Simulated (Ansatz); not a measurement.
# Ca (hcp type): a single-point run

Aim: a sound single-point run of Ca (hcp type). The structure is shown as the input types it.

Method: DFT, PBEsol, PAW with other files of Ansatz's library (core large), scalar-relativistic (as first typed), in Ansatz 0.2.0.

1 further run of the same task is left out (it didn't finish). Runs told in other sessions of the task aren't counted.

**1. The structure to begin with**

Symmetry: P6_3/mmc, No. 194, hexagonal system. Conventional cell: a = 3.197 Å, b = 3.197 Å, c = 5.346 Å, α = 90.00°, β = 90.00°, γ = 120.00°. Ca (site symmetry -6m2) is surrounded by 12 Ca at 3.20 to 3.25 Å.

Structure file:

```xyz
2
Lattice="3.1971 0.0000 0.0000 -1.5986 2.7688 0.0000 0.0000 0.0000 5.3457" Properties=species:S:1:pos:R:3 pbc="T T T"
Ca    0.0000    1.8459    1.3364
Ca    1.5986    0.9229    4.0092
```

**2. Running it**

Input file input.yaml:

```yaml
crystal:
  lattice:
    - [3.1971400701, 0.0, 0.0]
    - [-1.5985700351, 2.7688045202, 0.0]
    - [0.0, 0.0, 5.345654173]
  atoms:
    - { symbol: Ca, position: [0.3333333333, 0.6666666667, 0.25] }
    - { symbol: Ca, position: [0.6666666667, 0.3333333333, 0.75] }
kpoints:
  mp_grid: { grid: [11, 11, 6] }
scf:
  occupations: { method: fixed }
  max_iter: 100
hamiltonian:
  xc: pbesol
  pseudopotentials: { kind: paw, core: large }
output:
  forces: true
  stress: true
  eigenvalues: true
```

Started as:

```
$ ansatz run input.yaml --threads 1 --pin off --max-ram 2048MiB --backend cpu --events-out ev --progress --plain --runs-dir out
```

Q: Will this input give a usable result? If not, why, and what should change?

The program finished normally, with warnings (band overlap at count, datasets by core, metallic iterate). It gives a pressure of 22 GPa, which is large; a structure far from rest gives such values too, whatever the setting.

Look at the input: scf.occupations.method is fixed; scf.occupations.width is missing. What could go wrong: fixed occupations where they can't hold. The run converged, but that does not make its result sound.

To check: set scf.occupations.method to fermi_dirac and scf.occupations.width to 0.08.
